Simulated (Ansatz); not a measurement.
**CH5AsOSi: one species, many methods**

How much do the methods differ for CH5AsOSi? The plan is to run it at one geometry with functionals of several rungs and with coupled cluster. The yardstick is the atomisation energy at the CCSD(T) limit.

Computed with Ansatz 0.2.0, Gaussian basis. Level: functionals in def2-TZVPP, the program's frozen cores in correlated methods.

Plan: PBE-D4, r2SCAN-D4, PBE0-D4, B3LYP-D4, ωB97X-V, ωB97M-V, B2PLYP; CCSD(T)/def2-TZVPP; MP2/def2-QZVPP; extrapolation to the limit.

### Step 1. The relaxed structure

The geometry comes from an earlier relaxation with PBE0-D4 in a triple-zeta def2 set; it is a stationary point, not always the lowest conformer.

9 atoms, charge 0, spin multiplicity 1.

Atoms are counted from 1 here; the program's logs count them from 0.

Bond lengths: O1–C2 1.199 Å, C2–Si3 1.932 Å, C2–As4 2.028 Å, Si3–H5 1.486 Å, Si3–H6 1.485 Å, Si3–H7 1.482 Å, As4–H8 1.518 Å, As4–H9 1.523 Å. Angles: O1–C2–Si3 122.8°, O1–C2–As4 119.9°, Si3–C2–As4 117.2°, C2–Si3–H5 107.9°, C2–Si3–H6 106.9°, C2–Si3–H7 110.3°, H5–Si3–H6 109.2°, H5–Si3–H7 111.4°, H6–Si3–H7 111.0°, C2–As4–H8 92.8°, C2–As4–H9 93.9°, H8–As4–H9 93.5°.

### Step 2. PBE-D4 (GGA)

Contents of in.yaml:

```yaml
crystal:
  periodic: [false, false, false]
  atoms:
    - {symbol: O, position_ang: [1.364481, -1.487418, -0.358278]}
    - {symbol: C, position_ang: [0.438611, -0.734740, -0.240863]}
    - {symbol: Si, position_ang: [0.615447, 1.179898, -0.428416]}
    - {symbol: As, position_ang: [-1.420302, -1.464126, 0.112504]}
    - {symbol: H, position_ang: [-0.588929, 1.681353, -1.139800]}
    - {symbol: H, position_ang: [0.642736, 1.746728, 0.944167]}
    - {symbol: H, position_ang: [1.857718, 1.511934, -1.166043]}
    - {symbol: H, position_ang: [-0.965079, -2.231972, 1.340314]}
    - {symbol: H, position_ang: [-1.856182, -0.247955, 0.919416]}
basis:
  gaussian: {orbitals: def2-TZVPP}
hamiltonian: {xc: pbe, dispersion: d4}
output: {forces: true, orbitals: {seedname: orbitals}}
```

The run is started by

```sh
$ ansatz run in.yaml --threads 4 --pin off --events-out ev --progress --plain --max-ram 10444MiB
```

After this run come: r2SCAN-D4 (meta-GGA); PBE0-D4 (hybrid); B3LYP-D4 (hybrid); ωB97X-V (range-separated); ωB97M-V (range-separated); B2PLYP (double hybrid); CCSD(T) in def2-TZVPP; MP2 in def2-QZVPP.

Before running them: what should the planned runs give, taken together? Wanted: atomisation energy, CCSD(T)/CBS; farthest; mean size of error, hybrid; mean size of error, range-separated; gap, smallest and largest; T1 diagnostic; triples share of the correlation energy.

As calculated:

```
                               quantity                                  value
        atomisation energy, CCSD(T)/CBS                          2861.1 kJ/mol
 functionals within 28.6 kJ/mol (1.0 %)  r2SCAN-D4, PBE0-D4, B3LYP-D4, ωB97M-V
                               farthest                  PBE-D4 (+65.4 kJ/mol)
             mean size of error, hybrid                            17.0 kJ/mol
    mean size of error, range-separated                            17.5 kJ/mol
              gap, smallest and largest    2.55 eV (PBE-D4), 9.31 eV (ωB97X-V)
                          T1 diagnostic                                 0.0153
triples share of the correlation energy                                  4.1 %
```

In words: PBE-D4 is off by +65.4 kJ/mol. Double hybrids carry the basis error of their MP2 part in triple zeta, and no dispersion term here, so their miss is partly the set-up's. The reference freezes the cores and leaves out relativity and excitations past (T), and its outer-core shells are covered unevenly, so misses under about 28.6 kJ/mol can't be ranked. Hartree-Fock recovers 68 % of the binding; the rest is correlation. The gap grows from 2.6 to 9.3 eV across the functionals, mostly with the share of exact exchange. Correlated methods include outer-core shells of As, which these sets cover unevenly.
